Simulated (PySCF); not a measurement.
# PbBr: from the state search to spectroscopic constants

The task here is to estimate one member of a computed series from the others.

Computed with PySCF 2.14.0. Level: Pb def2-TZVPP with ECP60, Br def2-TZVPP, scalar-relativistic core potentials.

Set-up of the first run:

Settings of the job:

```json
{
  "atoms": "Pb, Br",
  "charge": "0",
  "basis": "Pb def2-TZVPP with ECP60, Br def2-TZVPP",
  "Hamiltonian": "scalar-relativistic core potentials",
  "basis functions": "98",
  "electrons treated": "57",
  "masses in u": "207.9766, 78.9183",
  "levels": "PBE0, PBE, r²SCAN, BHandHLYP, B3LYP, BLYP, LDA, ωB97X-V, HF, MP2, SCS-MP2, CCSD, CCSD(T)",
  "grid": "80 radial by 434 angular points",
  "occupations": "held fixed by the projection of orbital angular momentum",
  "dissociation limit": "Pb + Br, each in its ground configuration",
  "starting distance in angstrom": "2.510",
  "values of 2S to try": "1, 3"
}
```

Run with:

```console
> OMP_NUM_THREADS=2 python dia.py task.json out
```

Among the steps run: The job; PBE0 along the bond; Other states along the same grid; PBE (GGA); r²SCAN (meta-GGA); BHandHLYP; B3LYP; BLYP (GGA); LDA; ωB97X-V; UHF; Adding correlation.

One table of the session follows, with a row left open; its other results are not shown here.

Energy (eV) from each level's lowest point:

```
R (Å)    UHF  UHF-MP2  UHF-SCS-MP2  UHF-CCSD  UHF-CCSD(T)
2.245  1.197    1.010        1.085       n/a          n/a
2.349  0.558    0.431        0.481     0.480        0.479
2.453      ?        ?            ?         ?            ?
2.532  0.058    0.023        0.037     0.036        0.036
2.610  0.000    0.000        0.000     0.000        0.000
2.688  0.003    0.036        0.023     0.024        0.024
2.793  0.076    0.149        0.121     0.122        0.123
2.923  0.239    0.358        0.313     0.315        0.315
3.080  0.497    0.662        0.601     0.601        0.602
3.289  0.881    1.099        1.021       n/a          n/a
```

Estimate the missing values for R (Å) = 2.453.

Worked estimate for «UHF». A straight line through the neighbours (2.349, 0.558) and (2.532, 0.058) gives 0.558 + (0.058 − 0.558) × (2.453 − 2.349) / (2.532 − 2.349) = 0.274; a parabola fitted to 4 rows on both sides gives 0.185.

**Answer.** UHF: 0.198; UHF-MP2: 0.125; UHF-SCS-MP2: 0.154; UHF-CCSD: 0.152; UHF-CCSD(T): 0.152. In «UHF» the line misses by +0.076 and the parabola by -0.013.

Caveats from the session: At some levels the lowest empty orbital lies below the highest filled one (the two can be of opposite spin).
